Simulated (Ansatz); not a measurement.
**Potassium, dhcp under r²SCAN: ground state and equation of state**

Aim: take potassium in the dhcp structure, relax it, solve it on a dense k-mesh, then scale the cell to 7 volumes from 88 to 112 % of the relaxed one and try a fit of the equation of state. Spin polarisation is left out. The k-meshes are 8×8×2 for the relaxation; 10×10×3 for the dense run; 9×9×3 for the volumes.

Computed with Ansatz 0.2.0 (DFT r2SCAN, plane waves (500 eV) with PAW, scalar-relativistic; PAW files made under PBE, frozen cores solved again for the functional, unless a step says otherwise).

## 1. The system as given

Symmetry: P6_3/mmc, No. 194, hexagonal system. Conventional cell: a = 4.655 Å, b = 4.655 Å, c = 15.203 Å, α = 90.00°, β = 90.00°, γ = 120.00°.

Coordinates:

```xyz
4
Lattice="4.6549 0.0000 0.0000 -2.3275 4.0313 0.0000 0.0000 0.0000 15.2030" Properties=species:S:1:pos:R:3 pbc="T T T"
K     0.0000    0.0000    0.0000
K     0.0000    0.0000    7.6015
K     0.0000    2.6875    3.8008
K     2.3275    1.3438   11.4023
```

## 2. Relaxation of the cell

input.yaml reads:

```yaml
crystal:
  lattice:
    - [4.6549393048, 0.0, 0.0]
    - [-2.3274696524, 4.031295691, 0.0]
    - [0.0, 0.0, 15.2030317694]
  atoms:
    - { symbol: K, position: [0.0, 0.0, 0.0] }
    - { symbol: K, position: [0.0, 0.0, 0.5] }
    - { symbol: K, position: [0.3333333333, 0.6666666667, 0.25] }
    - { symbol: K, position: [0.6666666667, 0.3333333333, 0.75] }
hamiltonian:
  xc: r2scan
  pseudopotentials:
    kind: paw
    azcp:
      K: "pseudopotentials/K.paw.azcp"
basis:
  ecutwfc: 500
  fft_grid_basis: typed
kpoints:
  mp_grid: { grid: [8, 8, 2], shift: [0, 0, 0] }
magnetization:
  spin_polarized: false
scf:
  occupations: { method: fermi_dirac, width: 0.1 }
relax:
  max_steps: 60
  f_tol: 0.01
  cell: {}
```

Run with:

```
> ansatz run input.yaml --threads 1 --pin off --max-ram 3584MiB --backend cpu --events-out ev --progress --plain --runs-dir out
```

Further steps of the session: Single point on a dense mesh; The cell scaled to 88 % of its volume; The cell scaled to 92 % of its volume; The cell scaled to 96 % of its volume; The cell scaled to 100 % of its volume; The cell scaled to 104 % of its volume; The cell scaled to 108 % of its volume; The cell scaled to 112 % of its volume.

Before running it: what results should come out? Wanted: space group; conventional cell; volume; shortest distance; gap on the mesh; V₀, B₀, B₀′.

As calculated:

| quantity | value |
| --- | --- |
| space group (spins left aside) | P6_3/mmc (No. 194) |
| conventional cell | a = 4.765 Å, c = 15.563 Å (c/a = 3.266) |
| volume | 76.505 Å³/atom |
| shortest distance | 4.765 Å |
| gap on the mesh | none (levels filled in part) |
| V₀, B₀, B₀′ | 76.786 Å³/atom, 3.4 GPa, 3.7 |

From the guessed start the volume grew by 7.3 % in 4 steps. No gap shows: it is a metal or semimetal at this level. B₀ comes out at 3.4 GPa, a soft solid; letting shape and positions relax at each volume could only lower it. Relaxation kept the symmetry; phonons were not checked.
